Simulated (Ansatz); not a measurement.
# Li2Pt: the cost of one run

Program: Ansatz 0.2.0. Level of theory: DFT PBE, scalar-relativistic, plane waves, PAW. These are calculated values, not measurements.

2 further runs of the same task are left out: 1 that didn't finish, 1 set aside as unsound or not needed.

### 1 The system as given

The structure is hexagonal, space group P6mm (No. 183). The conventional cell has a = 4.186 Å, b = 4.186 Å, c = 16.000 Å, α = 90.00°, β = 90.00°, γ = 120.00°. Li (site symmetry 3m) has 3 Li at 2.42 Å and 3 Pt at 2.76 Å as nearest neighbours. Pt (site symmetry 6mm) is surrounded by 6 Li at 2.76 Å.

As a file:

```cif
data_structure
_symmetry_space_group_name_H-M 'P 1'
_symmetry_Int_Tables_number 1
_cell_length_a 4.1860
_cell_length_b 4.1860
_cell_length_c 16.0000
_cell_angle_alpha 90.000
_cell_angle_beta 90.000
_cell_angle_gamma 120.000
_cell_volume 242.80
loop_
_atom_site_label
_atom_site_type_symbol
_atom_site_fract_x
_atom_site_fract_y
_atom_site_fract_z
_atom_site_occupancy
Li1 Li 0.33333 0.66667 0.54158 1
Li2 Li 0.66667 0.33333 0.54158 1
Pt1 Pt 0.00000 0.00000 0.45842 1
```

A structure generator made this guess: thin slice cut from a crystal along (001). Lengths come from tabulated atomic sizes and are only a guess.

It is a sheet, periodic along a and b, with vacuum along c; volumes and pressures of the box carry no meaning, and space groups named for it are those of the box.

### 2 Probe: one point on a coarse mesh

input.yaml reads:

```yaml
crystal:
  lattice:
    - [4.185999, 0.0, 0.0]
    - [-2.092999, 3.625181, 0.0]
    - [0.0, 0.0, 16.0]
  atoms:
    - { symbol: Li, position: [0.33333333, 0.66666667, 0.54157813] }
    - { symbol: Li, position: [0.66666667, 0.33333333, 0.54157813] }
    - { symbol: Pt, position: [0.0, 0.0, 0.45842187] }
  periodic: [true, true, false]
basis:
  ecutwfc: 420
kpoints:
  mp_grid: { grid: [6, 6, 1] }
hamiltonian:
  xc: pbe
scf:
  occupations: { method: gaussian, width: 0.1 }
  lower_state_search: "off"
output:
  forces: true
  stress: true
  eigenvalues: true
```

Run with:

```console
> ansatz run input.yaml --threads 1 --pin off --max-ram 2048MiB --backend cpu --events-out ev --progress --plain --runs-dir out
```

Q: Estimate wall time and peak memory on 1 thread of Arm Neoverse V1, shared host.

About 5.3 s, with a peak of 0.44 GiB.
